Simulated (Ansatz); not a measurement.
# FH4O4Ta: up Jacob's ladder to CCSD(T)

One table from this session's results is given with a row withheld; the runs are named, their logs left out.

The runs use Ansatz 0.2.0, Gaussian basis; functionals in def2-TZVPP, the program's frozen cores in correlated methods.

Plan: LDA (SPW92), PBE-D4, revPBE-D4, BLYP-D4, r2SCAN-D4, B97M-V, PBE0-D4, B3LYP-D4, r2SCANh-D4, r2SCAN0-D4, HSE06-D4, BHLYP-D4, CAM-B3LYP-D4, LC-ωPBE, ωB97X-V, ωB97M-V, B2PLYP, PBE-QIDH; CCSD(T)/def2-SVP; CCSD(T)/def2-TZVPP; MP2/def2-QZVPP; extrapolation to the limit; RPA on PBE.

## Structure used throughout

An earlier PBE0-D4 in a triple-zeta def2 set relaxation fixed the geometry. Ta takes the def2 core potential; no spin-orbit term is included.

SMILES `[OH][Ta]([OH])([OH])([OH])[F]`, 10 atoms, charge 0, spin multiplicity 1.

Atoms are counted from 1 here; the program's logs count them from 0.

Bond lengths: O1–Ta2 1.903 Å, O1–H7 0.958 Å, Ta2–O3 1.910 Å, Ta2–O4 1.930 Å, Ta2–O5 1.903 Å, Ta2–F6 1.900 Å, O3–H8 0.956 Å, O4–H9 0.961 Å, O5–H10 0.958 Å. Angles: Ta2–O1–H7 125.5°, O1–Ta2–O3 93.9°, O1–Ta2–O4 121.9°, O1–Ta2–O5 116.2°, O1–Ta2–F6 91.4°, O3–Ta2–O4 84.9°, O3–Ta2–O5 93.9°, O3–Ta2–F6 170.0°, O4–Ta2–O5 121.9°, O4–Ta2–F6 85.1°, O5–Ta2–F6 91.4°, Ta2–O3–H8 136.5°, Ta2–O4–H9 116.9°, Ta2–O5–H10 125.4°.

Set-up of the first run:

Contents of in.yaml:

```yaml
crystal:
  periodic: [false, false, false]
  atoms:
    - {symbol: O, position_ang: [-1.476331, -0.563127, -1.195864]}
    - {symbol: Ta, position_ang: [-0.185573, 0.244741, -0.055310]}
    - {symbol: O, position_ang: [1.016666, -1.236081, -0.149401]}
    - {symbol: O, position_ang: [-0.162663, -0.078551, 1.847630]}
    - {symbol: O, position_ang: [1.029817, 1.451544, -0.883704]}
    - {symbol: F, position_ang: [-1.377916, 1.662640, 0.365539]}
    - {symbol: H, position_ang: [-1.397355, -1.427975, -1.600283]}
    - {symbol: H, position_ang: [1.424251, -1.838324, 0.470483]}
    - {symbol: H, position_ang: [-0.698208, 0.503346, 2.393260]}
    - {symbol: H, position_ang: [1.910410, 1.230387, -1.189350]}
basis:
  gaussian: {orbitals: def2-TZVPP}
hamiltonian: {xc: lda}
output: {orbitals: {seedname: orbitals}}
```

Command:

```sh
ansatz run in.yaml --threads 4 --pin off --events-out ev --progress --plain --max-ram 11315MiB
```

Steps of the session up to this table: LDA; PBE-D4 (GGA); revPBE-D4 (GGA); BLYP-D4 (GGA); r2SCAN-D4 (meta-GGA); B97M-V (meta-GGA); PBE0-D4 (hybrid); B3LYP-D4 (hybrid); r2SCANh-D4 (hybrid); r2SCAN0-D4 (hybrid); HSE06-D4 (hybrid); BHLYP-D4 (hybrid); CAM-B3LYP-D4 (range-separated); LC-ωPBE (range-separated); ωB97X-V (range-separated); ωB97M-V (range-separated); B2PLYP (double hybrid); PBE-QIDH (double hybrid).

One of the session's tables, all rows but one given; the rest of the session is left out.

It belongs to the step «Orbital energies across the functionals». 

```
  functional  HOMO (eV)  gap (eV)
 LDA (SPW92)      -7.63      5.35
      PBE-D4      -7.40      5.37
   revPBE-D4      -7.32      5.39
     BLYP-D4      -7.31      5.36
   r2SCAN-D4      -7.81      5.95
      B97M-V      -7.88      6.04
     PBE0-D4      -9.11      7.94
    B3LYP-D4      -8.84      7.41
  r2SCANh-D4          ?         ?
  r2SCAN0-D4      -9.40      8.36
    HSE06-D4      -8.70      7.15
    BHLYP-D4     -10.77     10.59
CAM-B3LYP-D4     -10.61     10.56
     LC-ωPBE     -11.96     13.19
     ωB97X-V     -11.60     12.71
     ωB97M-V     -11.53     12.55
```

Estimate the missing values for r2SCANh-D4.

Worked estimate for «HOMO (eV)». Against the share of exact exchange, r2SCAN-D4 (0, -7.81), r2SCAN0-D4 (0.25, -9.40) give a slope of -6.36 per unit share; at 0.1 the line stands at -8.45.

The run gave: HOMO (eV): -8.44; gap (eV): 6.90. In «HOMO (eV)» the line misses by -0.01.
